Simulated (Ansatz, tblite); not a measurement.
# Cyclo-(Cl2GeSe)3 (Ge₃Se₃Cl₆): rung by rung

How do method and basis change the picture of cyclo-(Cl2GeSe)3 (Ge₃Se₃Cl₆) (singlet)?

Computed with Ansatz 0.2.0, Gaussian basis. Level: as each input shows.

Plan: GFN1-xTB, GFN2-xTB, PBE-D4/def2-TZVP, r2SCAN-D4/def2-TZVP, LDA/def2-TZVP, r2SCANh-D4/def2-TZVP, ωB97M-V/def2-TZVP, PBE-D4/def2-SVP, PBE0-D4/def2-SVP, HF/6-31G, B3LYP-D4/6-31G, MP2/def2-TZVP, RPA/def2-TZVP.

### Step 1. The relaxed structure

The geometry is that of the singlet, from an earlier relaxation (PBE-D4/def2-SVP).

12 atoms, charge 0, spin multiplicity 1.

Bond lengths: Ge1–Cl2 2.166 Å, Ge1–Cl3 2.164 Å, Ge1–Se4 2.373 Å, Ge1–Se12 2.373 Å, Se4–Ge5 2.373 Å, Ge5–Cl6 2.166 Å, Ge5–Cl7 2.164 Å, Ge5–Se8 2.373 Å, Se8–Ge9 2.373 Å, Ge9–Cl10 2.166 Å, Ge9–Cl11 2.164 Å, Ge9–Se12 2.373 Å. Angles: Cl2–Ge1–Cl3 108.9°, Cl2–Ge1–Se4 103.6°, Cl2–Ge1–Se12 103.6°, Cl3–Ge1–Se4 111.5°, Cl3–Ge1–Se12 111.5°, Se4–Ge1–Se12 117.0°, Ge1–Se4–Ge5 98.7°, Se4–Ge5–Cl6 103.6°, Se4–Ge5–Cl7 111.5°, Se4–Ge5–Se8 116.9°, Cl6–Ge5–Cl7 108.9°, Cl6–Ge5–Se8 103.6°, Cl7–Ge5–Se8 111.5°, Ge5–Se8–Ge9 98.7°, Se8–Ge9–Cl10 103.6°, Se8–Ge9–Cl11 111.5°, Se8–Ge9–Se12 116.9°, Cl10–Ge9–Cl11 108.9° and more.

PBE0-D4/def2-TZVP was run before; its log isn't repeated, and its numbers join the tables.

### Step 2. GFN1-xTB

Tight binding, by tblite at 300 K electronic temperature and without a spin-polarisation term:

```python
tblite.interface.Calculator('GFN1-xTB', numbers, positions, charge=0, uhf=0).singlepoint()
```

Energy -1118.8746 eV, HOMO -11.29 eV, LUMO -7.08 eV; 0.053 s.

### Step 3. GFN2-xTB

Tight binding, by tblite at 300 K electronic temperature and without a spin-polarisation term:

```python
tblite.interface.Calculator('GFN2-xTB', numbers, positions, charge=0, uhf=0).singlepoint()
```

Energy -1174.0431 eV, HOMO -11.43 eV, LUMO -8.77 eV; 0.065 s.

### Step 4. PBE-D4/def2-TZVP

start.molden holds the orbitals of an earlier run on this state, given as this run's starting guess.

in.yaml

```yaml
crystal:
  periodic: [false, false, false]
  atoms:
    - {symbol: Ge, position_ang: [0.091830, 2.080825, -0.063172]}
    - {symbol: Cl, position_ang: [0.760173, 4.119610, -0.361630]}
    - {symbol: Cl, position_ang: [-1.911489, 2.113516, 0.755788]}
    - {symbol: Se, position_ang: [1.652593, 1.205460, 1.495043]}
    - {symbol: Ge, position_ang: [0.830234, -1.016898, 1.617718]}
    - {symbol: Cl, position_ang: [2.216657, -1.999306, 2.961206]}
    - {symbol: Cl, position_ang: [-1.151247, -1.081587, 2.486304]}
    - {symbol: Se, position_ang: [0.954030, -2.319401, -0.361780]}
    - {symbol: Ge, position_ang: [-0.532644, -1.057849, -1.713984]}
    - {symbol: Cl, position_ang: [-0.477309, -2.080306, -3.622840]}
    - {symbol: Cl, position_ang: [-2.554117, -1.123352, -0.943110]}
    - {symbol: Se, position_ang: [0.121289, 1.159299, -2.249544]}
basis:
  gaussian: {orbitals: def2-TZVP, fitting: {mean_field: def2-universal-jkfit}, initial_orbitals: start.molden}
hamiltonian: {xc: pbe, dispersion: d4}
scf: {omitted_lower_state_checks: [starts]}
output: {orbitals: {seedname: orbitals}}
```

Started as:

```sh
$ ansatz run in.yaml --threads 2 --pin off --events-out ev --progress --plain --max-ram 32768MiB --backend cuda --devices 0, --max-vram 18GiB
```

After this run come: r2SCAN-D4/def2-TZVP; LDA/def2-TZVP; r2SCANh-D4/def2-TZVP; ωB97M-V/def2-TZVP; PBE-D4/def2-SVP; PBE0-D4/def2-SVP; HF/6-31G; B3LYP-D4/6-31G; MP2/def2-TZVP; RPA/def2-TZVP.

Q: Predict the results of all the runs planned. Wanted: gap in def2-TZVP, named functionals, smallest and largest; correlation energy, MP2/def2-TZVP; binding an atom, functionals in def2-TZVP; PBE0 total energy, smallest basis above largest.

As calculated:

```
                                                 quantity                             value
gap in def2-TZVP, named functionals, smallest and largest  2.98 eV (LDA), 9.11 eV (ωB97M-V)
                        correlation energy, MP2/def2-TZVP                         -71.89 eV
                binding an atom, functionals in def2-TZVP   3.03 (ωB97M-V) to 3.67 eV (LDA)
          PBE0 total energy, smallest basis above largest    71.38 eV (def2-SVP, def2-TZVP)
```

In words: Over the named functionals in def2-TZVP the gap runs from 2.98 eV (LDA) to 9.11 eV (ωB97M-V); exact exchange widens it.
